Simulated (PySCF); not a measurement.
# CH10OSi3: the cost of one run

The runs use PySCF 2.14.0, with density-fitted response routines of our own; the level of theory stands in each step. All values are computed, except where a source is named. Atoms count from 0, in the outputs and in this text.

**1. Starting geometry**

15 atoms, charge 0, multiplicity 1; geometry from: GFN2-xTB.

Bonds of the start (Å): O0–Si1 1.64, Si1–Si2 2.30, Si1–C3 1.91, C3–Si4 1.90, O0–H5 0.95, Si1–H6 1.48, Si2–H7 1.47, Si2–H8 1.47, Si2–H9 1.47, C3–H10 1.09, C3–H11 1.09, Si4–H12 1.46, Si4–H13 1.47, Si4–H14 1.46.

**2. Ultraviolet spectrum: B3LYP/def2-SVPD**

Job settings and geometry (Å):

```
{"job": {"kind": "uv", "xc": "B3LYP", "basis": "def2-SVPD", "nstates": 8, "ntriplets": 3}, "charge": 0, "multiplicity": 1}
O      1.755093    -1.776818    -0.481287
Si     0.660065    -0.571498    -0.653642
Si     1.888798     1.287174    -0.089325
C     -0.855179    -0.885376     0.464568
Si    -2.196541     0.451508     0.395612
H      1.528423    -2.696611    -0.593247
H      0.148336    -0.629602    -2.037672
H      3.183523     1.367807    -0.772678
H      2.186342     1.388508     1.345281
H      1.167758     2.516759    -0.440530
H     -0.517056    -0.986329     1.497816
H     -1.306983    -1.845457     0.205660
H     -2.736864     0.544766    -0.962610
H     -3.288890     0.103546     1.311995
H     -1.621238     1.739612     0.788146
```

Level: TDDFT B3LYP/def2-SVPD, vertical, gas phase, core orbitals frozen in the response.

Started as:

```console
$ OMP_NUM_THREADS=1 python probes_run.py task.json out
```

This one command runs all jobs of the session in turn.

Q: Estimate the wall time and peak memory of this job on 1 thread of Arm Neoverse N1, shared host.

About 48 s, with a peak of 0.73 GiB.
